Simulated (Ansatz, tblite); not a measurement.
**[Cu(PH3)3]+ (CuP₃H₉+): rung by rung**

One table from this session's results is given with a row withheld; the runs are named, their logs left out.

Computed with Ansatz 0.2.0, Gaussian basis. Level: as each input shows.

The runs, in order: GFN1-xTB, GFN2-xTB, PBE-D4/def2-TZVP, r2SCAN-D4/def2-TZVP, revPBE-D4/def2-TZVP, ωB97M-V/def2-TZVP, ωB97X-V/def2-TZVP, PBE+10HF/def2-SVP, PBE+15HF/def2-SVP, PBE+40HF/def2-SVP, PBE-D4/def2-SVP, PBE0-D4/def2-SVP, CCSD(T)/def2-TZVP, RPA/def2-TZVP.

2 further runs of the same task are left out: 2 set aside as unsound or not needed.

**The geometry**

The geometry is that of the singlet, from an earlier relaxation (B3LYP-D4/def2-SVP).

13 atoms, charge 1, spin multiplicity 1.

Bond lengths: Cu1–P2 2.315 Å, Cu1–P6 2.315 Å, Cu1–P10 2.315 Å, P2–H3 1.417 Å, P2–H4 1.418 Å, P2–H5 1.418 Å, P6–H7 1.418 Å, P6–H8 1.418 Å, P6–H9 1.417 Å, P10–H11 1.418 Å, P10–H12 1.418 Å, P10–H13 1.417 Å. Angles: P2–Cu1–P6 120.0°, P2–Cu1–P10 119.9°, P6–Cu1–P10 120.1°, Cu1–P2–H3 121.2°, Cu1–P2–H4 117.2°, Cu1–P2–H5 117.9°, H3–P2–H4 98.7°, H3–P2–H5 98.8°, H4–P2–H5 98.7°, Cu1–P6–H7 118.0°, Cu1–P6–H8 117.2°, Cu1–P6–H9 121.2°, H7–P6–H8 98.7°, H7–P6–H9 98.7°, H8–P6–H9 98.7°, Cu1–P10–H11 117.8°, Cu1–P10–H12 117.5°, Cu1–P10–H13 121.1° and more.

Formally the metal is d10. No spin-orbit coupling is included. The ion is computed in the gas phase, without counter-ions or solvent.

PBE0-D4/def2-TZVP was run before; its log isn't repeated, and its numbers join the tables.

The first run:

Tight binding, by tblite at 300 K electronic temperature and without a spin-polarisation term:

```python
tblite.interface.Calculator('GFN1-xTB', numbers, positions, charge=1, uhf=0).singlepoint()
```

Tight binding, by tblite at 300 K electronic temperature and without a spin-polarisation term:

```python
tblite.interface.Calculator('GFN2-xTB', numbers, positions, charge=1, uhf=0).singlepoint()
```

start.molden holds the orbitals of an earlier run on this state, given as this run's starting guess.

in.yaml

```yaml
crystal:
  periodic: [false, false, false]
  atoms:
    - {symbol: Cu, position_ang: [-0.001443, 0.000962, -0.001876]}
    - {symbol: P, position_ang: [2.313589, 0.020321, -0.007734]}
    - {symbol: H, position_ang: [3.038195, 1.235932, 0.070211]}
    - {symbol: H, position_ang: [2.964402, -0.546390, -1.132569]}
    - {symbol: H, position_ang: [2.986570, -0.697720, 1.012661]}
    - {symbol: P, position_ang: [-1.175514, 1.995797, -0.008531]}
    - {symbol: H, position_ang: [-0.850647, 2.956202, -0.999385]}
    - {symbol: H, position_ang: [-1.056052, 2.822390, 1.137139]}
    - {symbol: H, position_ang: [-2.586345, 2.016614, -0.142620]}
    - {symbol: P, position_ang: [-1.138385, -2.015325, 0.012750]}
    - {symbol: H, position_ang: [-2.065689, -2.258226, -1.031699]}
    - {symbol: H, position_ang: [-1.986290, -2.281151, 1.117431]}
    - {symbol: H, position_ang: [-0.442391, -3.249426, -0.025780]}
basis:
  gaussian: {orbitals: def2-TZVP, initial_orbitals: start.molden}
total_charge: 1
hamiltonian: {xc: pbe, dispersion: d4}
scf: {omitted_lower_state_checks: [starts]}
output: {orbitals: {seedname: orbitals}}
```

Started as:

```bash
$ ansatz run in.yaml --threads 4 --pin off --events-out ev --progress --plain --max-ram 8704MiB
```

Steps of the session up to this table: PBE-D4/def2-TZVP; r2SCAN-D4/def2-TZVP; revPBE-D4/def2-TZVP; ωB97M-V/def2-TZVP; ωB97X-V/def2-TZVP; PBE+10HF/def2-SVP; PBE+15HF/def2-SVP; PBE+40HF/def2-SVP; PBE-D4/def2-SVP; PBE0-D4/def2-SVP; CCSD(T)/def2-TZVP; RPA/def2-TZVP.

One table of the session follows, with a row left open; its other results are not shown here.

It belongs to the step «Levels side by side». 

| level | HOMO (eV) | LUMO (eV) | gap (eV) |
| --- | --- | --- | --- |
| PBE-D4/def2-SVP | -9.83 | -5.36 | 4.46 |
| PBE-D4/def2-TZVP | -10.21 | -5.92 | 4.29 |
| revPBE-D4/def2-TZVP | -10.15 | -5.85 | 4.31 |
| r2SCAN-D4/def2-TZVP | -10.33 | -5.72 | 4.61 |
| PBE0-D4/def2-SVP | -11.33 | -4.42 | 6.92 |
| PBE0-D4/def2-TZVP | -11.59 | -5.01 | 6.58 |
| ωB97X-V/def2-TZVP | -13.90 | -2.96 | 10.94 |
| ωB97M-V/def2-TZVP | -13.91 | -3.16 | 10.75 |
| PBE+10HF/def2-SVP | -10.43 | -4.98 | 5.44 |
| PBE+15HF/def2-SVP | ? | ? | ? |
| PBE+40HF/def2-SVP | -12.23 | -3.86 | 8.38 |

**Question.** Estimate the row for PBE+15HF/def2-SVP.

**Answer.** HOMO (eV): -10.73; LUMO (eV): -4.79; gap (eV): 5.93. In the column «HOMO (eV)» it lies between PBE0-D4/def2-SVP (-11.33) and PBE+10HF/def2-SVP (-10.43).
